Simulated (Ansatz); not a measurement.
**RbLuS2: response to strain**

Aim: deform RbLuS2 (zz strain of -1 %) and compute stress, forces and field gradients with LAPW, PAW and all-electron datasets made for the crystal.

Method: DFT PBEsol, scalar-relativistic, in Ansatz 0.2.0.

## Step 1: The structure to begin with

It takes space group R-3m (No. 166, trigonal). The conventional cell has a = 3.991 Å, b = 3.991 Å, c = 22.838 Å, α = 90.00°, β = 90.00°, γ = 120.00°. Rb (site symmetry -3m) has 6 S at 3.29 Å in its first shell of neighbours. Lu (site symmetry -3m) has 6 S at 2.72 Å in its first shell of neighbours. S (site symmetry 3m) is surrounded by 3 Lu at 2.72 Å and 3 Rb at 3.29 Å.

Coordinates:

```cif
data_structure
_symmetry_space_group_name_H-M 'R-3m:H'
_symmetry_Int_Tables_number 166
_cell_length_a 3.9910
_cell_length_b 3.9910
_cell_length_c 22.8380
_cell_angle_alpha 90.000
_cell_angle_beta 90.000
_cell_angle_gamma 120.000
_cell_volume 315.03
loop_
_atom_site_label
_atom_site_type_symbol
_atom_site_symmetry_multiplicity
_atom_site_Wyckoff_symbol
_atom_site_fract_x
_atom_site_fract_y
_atom_site_fract_z
_atom_site_occupancy
Rb1 Rb 3 a 0.00000 0.00000 0.00000 1
Lu1 Lu 3 b 0.66667 0.33333 0.83333 1
S1 S 6 c 0.33333 0.66667 0.89697 1
```

The file gives the conventional cell by its symmetry; the runs use the cell typed in the input.

Atoms are numbered in the order of the input: Rb1, Lu2, S3, S4.

## Step 2: After the deformation

Space group R-3m before, R-3m after.

## Step 3: LAPW, all electrons

input.yaml

```yaml
crystal:
  lattice:
    - [1.9954984008, 1.1521015389, 7.5365433]
    - [-1.9954984008, 1.1521015389, 7.5365433]
    - [0.0, -2.3042030777, 7.5365433]
  atoms:
    - { symbol: Rb, position: [0.0, 0.0, 0.0] }
    - { symbol: Lu, position: [0.5, 0.5, 0.5] }
    - { symbol: S, position: [0.2303, 0.2303, 0.2303] }
    - { symbol: S, position: [0.7697, 0.7697, 0.7697] }
kpoints:
  mp_grid: { grid: [9, 9, 9] }
  band_path:
    path:
      - [0.0, 0.0, 0.0]
      - [0.5, 0.5, 0.5]
      - [0.8177541081, 0.1822458919, 0.5]
      - [0.5, -0.1822458919, 0.1822458919]
      - [0.5, 0.0, 0.0]
      - [0.0, 0.0, 0.0]
      - [0.341122946, -0.341122946, 0.0]
      - [0.658877054, 0.0, 0.341122946]
      - [0.5, 0.0, 0.5]
    npoints: 5
scf:
  occupations: { method: fermi_dirac, width: 0.01 }
hamiltonian:
  xc: pbesol
  pseudopotentials: { kind: all_electron, lapw: { basis_error: 0.001 } }
output:
  forces: true
  stress: true
  eigenvalues: true
```

Launch:

```console
ansatz run input.yaml --threads 1 --pin off --max-ram 4096MiB --backend cpu --events-out ev --progress --plain --runs-dir out
```

## Step 4: Frozen-core PAW

input.yaml

```yaml
crystal:
  lattice:
    - [1.9954984008, 1.1521015389, 7.5365433]
    - [-1.9954984008, 1.1521015389, 7.5365433]
    - [0.0, -2.3042030777, 7.5365433]
  atoms:
    - { symbol: Rb, position: [0.0, 0.0, 0.0] }
    - { symbol: Lu, position: [0.5, 0.5, 0.5] }
    - { symbol: S, position: [0.2303, 0.2303, 0.2303] }
    - { symbol: S, position: [0.7697, 0.7697, 0.7697] }
kpoints:
  mp_grid: { grid: [9, 9, 9] }
scf:
  occupations: { method: fermi_dirac, width: 0.01 }
hamiltonian:
  xc: pbesol
  pseudopotentials: { kind: paw }
output:
  forces: true
  stress: true
  eigenvalues: true
  efg: { contact_densities: true }
```

## Step 5: All-electron PAW on datasets made for the crystal

input.yaml, as its differences from that of step 4:

```diff
@@ -16,3 +16,3 @@
   xc: pbesol
-  pseudopotentials: { kind: paw }
+  pseudopotentials: { kind: all_electron, datasets: crystal }
 output:
```

(Steps that only read results are left out.)

What does the calculation give? Wanted: pressure; largest shear or deviatoric stress.

The runs gave:

| quantity | value |
| --- | --- |
| pressure | LAPW -1.55, PAW -1.56, crystal datasets -1.55 GPa |
| largest shear or deviatoric stress (LAPW) | 0.62 GPa |

What this shows: The largest part of the stress beyond the pressure is 0.62 GPa in size, in the zz component; the atoms are carried along and not relaxed. No run of the undeformed cell stands beside it, so pressure and stress hold what the given cell had before the change, as far as its symmetry allows. PAW: stress within 0.01 GPa of LAPW, forces within 2 meV/Å. Crystal datasets: stress within 0.01 GPa of LAPW, forces within 1 meV/Å. Spin-orbit coupling is left out, though the cell holds Lu; in elements this heavy it can shift bands and gaps by tenths of an eV.

These are semilocal Kohn-Sham gaps, which aren't the measured quantity. Such gaps usually fall short of the measured ones.
